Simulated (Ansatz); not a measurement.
Crystal: HfB.

```
Hf B
1.0
     0.00000    2.31000    2.31000
     2.31000    0.00000    2.31000
     2.31000    2.31000    0.00000
Hf B
1 1
Direct
  0.50000 0.50000 0.50000
  0.00000 0.00000 0.00000
```

```yaml
Program: Ansatz 0.2.0
Task: relaxation of cell and atoms
Functional: PBEsol
Potentials_or_basis: all-electron LAPW, scalar-relativistic
Basis_error_allowed: 0.001 eV/atom
k_mesh: 10 × 10 × 10
Occupations: fermi-dirac, width 0.05 eV
Spin: no spin polarisation
```

At the start: volume 12.33 Å³/atom.

Problem. Where does the relaxation end?

Solution. Over 5 steps the energy falls by 92.6 meV/atom and the volume is 13.71 Å³/atom (+11.3 %); space group Fm-3m (No. 225, to 0.05 Å).

Step by step:
```tsv
step	energy change (eV)	largest force (eV/Å)	volume (Å³)
1	0.0000	0.0000	24.65
2	-0.1663	0.0000	28.44
3	-0.1849	0.0000	27.58
4	-0.1853	0.0000	27.43
5	-0.1853	0.0000	27.43
```

Final structure:
```
Hf B
1.0
     0.00000    2.39365    2.39365
     2.39365    0.00000    2.39365
     2.39365    2.39365    0.00000
Hf B
1 1
Direct
  0.50000 0.50000 0.50000
  0.00000 0.00000 0.00000
```
